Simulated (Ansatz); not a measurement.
# TmF4: the cost of one run

Program: Ansatz 0.2.0. Level of theory: DFT PBE, scalar-relativistic, plane waves, PAW; 4f electrons in the core of a trivalent norm-conserving potential. These are calculated values, not measurements.

### 1 The structure to begin with

Symmetry: P-43m, No. 215, cubic system. The conventional cell has a = 4.417 Å, b = 4.417 Å, c = 4.417 Å, α = 90.00°, β = 90.00°, γ = 90.00°. Around Tm (site symmetry -43m) lie 4 F at 1.87 Å. F (site symmetry 3m) is surrounded by 1 Tm at 1.87 Å.

Coordinates:

```
Tm F
1.0
     4.41700    0.00000    0.00000
     0.00000    4.41700    0.00000
     0.00000    0.00000    4.41700
Tm F
1 4
Direct
  0.00000 0.00000 0.00000
  0.24378 0.75622 0.75622
  0.75622 0.24378 0.75622
  0.75622 0.75622 0.24378
  0.24378 0.24378 0.24378
```

The cell is invented: species swapped into a database cell of SnI4 (P-43m, No. 215), with Tm on the Sn sites and F on the I sites. Lengths come from tabulated atomic sizes and are only a guess.

### 2 Probe: one point on a coarse mesh

input.yaml

```yaml
crystal:
  lattice:
    - [4.41699648, 0.0, 0.0]
    - [0.0, 4.41699648, 0.0]
    - [0.0, 0.0, 4.41699648]
  atoms:
    - { symbol: Tm, position: [0.0, 0.0, 0.0] }
    - { symbol: F, position: [0.24378108, 0.75621892, 0.75621892] }
    - { symbol: F, position: [0.75621892, 0.24378108, 0.75621892] }
    - { symbol: F, position: [0.75621892, 0.75621892, 0.24378108] }
    - { symbol: F, position: [0.24378108, 0.24378108, 0.24378108] }
basis:
  ecutwfc: 690
kpoints:
  mp_grid: { grid: [4, 4, 4] }
hamiltonian:
  xc: pbe
  pseudopotentials:
    kind: paw
    azcp: { Tm: "pseudopotentials/pbe/nc/lanthanide_3plus/Tm.nc.azcp" }
scf:
  occupations: { method: gaussian, width: 0.1 }
  lower_state_search: "off"
output:
  forces: true
  stress: true
  eigenvalues: true
```

Command:

```console
> ansatz run input.yaml --threads 1 --pin off --max-ram 2560MiB --backend cpu --events-out ev --progress --plain --runs-dir out
```

Q: Estimate wall time and peak memory on 1 thread of Intel Xeon at 2.50GHz (Skylake/Cascade Lake), shared host.

About 5.7 s, with a peak of 0.33 GiB.
